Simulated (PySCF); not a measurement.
# ZnS: basis, grid and Hamiltonian

The method stays; parts of the set-up, such as the basis or the Hamiltonian, are changed.

Computed with PySCF 2.14.0. Level: method and basis as typed in the scripts.

1 further run of the same task is left out (it didn't finish).

**1. The starting structure**

ZnS: 2 atoms, charge 0, spin multiplicity 1.

Bond lengths: Zn1–S2 1.922 Å.

**2. The base run**

input.py reads:

```python
from pyscf import gto, scf, mp

mol = gto.M(
    atom='Zn 0 0 0; S 0 0 1.922',
    basis='def2-svp',
    charge=0,
    spin=0,
    verbose=3,
)
mf = scf.RHF(mol)
mf = mf.density_fit(auxbasis='def2-universal-jkfit')
mf.kernel()
mp.MP2(mf, frozen=10).kernel()
mf.dip_moment()
print('orbital energies (hartree):', mf.mo_energy[..., max(0, mol.nelec[1]-3):mol.nelec[0]+3].round(4))
```

The run is started by

```bash
$ OMP_NUM_THREADS=1 python input.py
```

The log of this run is left out.

It gives: E(SCF) = -2174.898015 Eh, E(MP2) − E(SCF) = -0.48876 Eh, μ = 7.09 D (of the SCF density).

The bond length is a typed value, not an optimised one.

**3. Ano-rcc-vdzp (X2C on)**

Variant 1 changes basis set: def2-svp → ano-rcc-vdzp; spin-free X2C: off → on.

input.py reads:

```python
from pyscf import gto, scf, mp

mol = gto.M(
    atom='Zn 0 0 0; S 0 0 1.922',
    basis='ano-rcc-vdzp',
    charge=0,
    spin=0,
    verbose=3,
)
mf = scf.RHF(mol)
mf = mf.sfx2c1e()
mf = mf.density_fit(auxbasis='def2-universal-jkfit')
mf.kernel()
mp.MP2(mf, frozen=10).kernel()
mf.dip_moment()
print('orbital energies (hartree):', mf.mo_energy[..., max(0, mol.nelec[1]-3):mol.nelec[0]+3].round(4))
```

The run is started by

```bash
$ OMP_NUM_THREADS=1 python input.py
```

**4. Sbkjc (core potential on)**

Variant 2 changes basis set: def2-svp → sbkjc; core potential: off → on; frozen orbitals: 10 → none. The core potential changes with it: totals don't compare.

input.py: that of step 2 with these lines changed.

```diff
@@ -4,3 +4,4 @@
     atom='Zn 0 0 0; S 0 0 1.922',
-    basis='def2-svp',
+    basis='sbkjc',
+    ecp={'Zn': 'sbkjc', 'S': 'sbkjc'},
     charge=0,
@@ -12,3 +13,3 @@
 mf.kernel()
-mp.MP2(mf, frozen=10).kernel()
+mp.MP2(mf).kernel()
 mf.dip_moment()
```

**5. Lanl2dz (core potential on)**

Variant 3 changes basis set: def2-svp → lanl2dz; core potential: off → on; frozen orbitals: 10 → none. The core potential changes with it: totals don't compare.

input.py: that of step 2 with these lines changed.

```diff
@@ -4,3 +4,4 @@
     atom='Zn 0 0 0; S 0 0 1.922',
-    basis='def2-svp',
+    basis='lanl2dz',
+    ecp={'Zn': 'lanl2dz', 'S': 'lanl2dz'},
     charge=0,
@@ -12,3 +13,3 @@
 mf.kernel()
-mp.MP2(mf, frozen=10).kernel()
+mp.MP2(mf).kernel()
 mf.dip_moment()
```

**6. Cartesian functions on**

Variant 4 changes Cartesian functions: off → on.

input.py: that of step 2 with these lines changed.

```diff
@@ -7,2 +7,3 @@
     spin=0,
+    cart=True,
     verbose=3,
```

What does the calculation give? Wanted: for each run, E(SCF); from base; gap; SCF dipole; after the SCF.

As calculated:

```
                        run  E(SCF) (hartree)  from base (eV)  gap (eV)  SCF dipole (D)  functions                            after the SCF
                       base      -2174.898015               0      7.71            7.09         49  MP2 correlation -13.300 eV, core frozen
      ano-rcc-vdzp (X2C on)      -2192.842128  not comparable      7.68            6.85         52  MP2 correlation -19.505 eV, core frozen
  sbkjc (core potential on)       -234.818555  not comparable       n/a            7.08         39               MP2 correlation -13.124 eV
lanl2dz (core potential on)        -73.352790  not comparable       n/a            7.28         26                MP2 correlation -6.461 eV
     Cartesian functions on      -2174.907446         -0.2566      7.72            7.07        n/a  MP2 correlation -16.147 eV, core frozen
```

What this shows: Total energies from different bases, Hamiltonians or methods carry different errors, so properties are taken as differences within one set-up.
